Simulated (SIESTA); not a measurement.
## AlAu4 under changes of volume

One of the cells (18.441 Å³/atom); the others are scaled copies at fixed shape and fractional positions:

```xyz
5
Lattice="2.4408 -1.7254 0.0000 2.4408 1.7254 0.0000 -0.9736 0.0000 10.9470" Properties=species:S:1:pos:R:3 pbc="T T T"
Au    1.7155    0.0000    1.9492
Au    3.5279    0.0000    4.3137
Au    0.3801    0.0000    6.6334
Au    2.1924    0.0000    8.9979
Al    0.0000    0.0000    0.0000
```

The cell comes from a database or a generator and needn't be the stable form of this composition.

```yaml
Program: SIESTA 5.4.2
Functional: PBEsol
Potentials_or_basis: PseudoDojo 0.4 standard (PBEsol files)
Basis: DZP (energy shift 0.003 Ry; two zetas on semicore shells)
Grid_cutoff: 800 Ry
Energy_shift: 0.003 Ry
k_mesh: 9 × 9 × 3
Occupations: fermi-dirac, width 0.05 eV
Spin: no spin polarisation
```

```csv
volume (Å³/atom),energy over the lowest point (meV/atom),pressure (GPa),largest force (eV/Å)
16.995,0.00,0.4,0.385
17.356,2.46,-2.5,0.322
17.718,11.32,-5.3,0.277
18.441,?,?,?
18.803,69.08,-11.4,0.145
19.164,96.62,-13.0,0.116
```

Task: What does the run at 18.441 Å³/atom give?

Result: Energy over the lowest point 45.42 meV/atom; pressure -9.6 GPa; largest force 0.176 eV/Å.

Worked out: A Birch-Murnaghan fit of order 3 (a polynomial in V^(-2/3)) to the other rows has its minimum at 17.05 Å³/atom with B0 = V·E''(V) = 149 GPa and B' = 5.1 at fixed shape and positions, which overstates the stiffness. It gives 45.26 meV/atom at 18.441 Å³/atom, against the run's 45.42, and -dE/dV = -9.6 GPa, against -9.6.

Energies are extrapolated to zero smearing.

Caveats: short orbitals over semicore shells can move pressures by several GPa; the basis of atomic orbitals isn't converged, which shifts pressures, moduli and gaps.
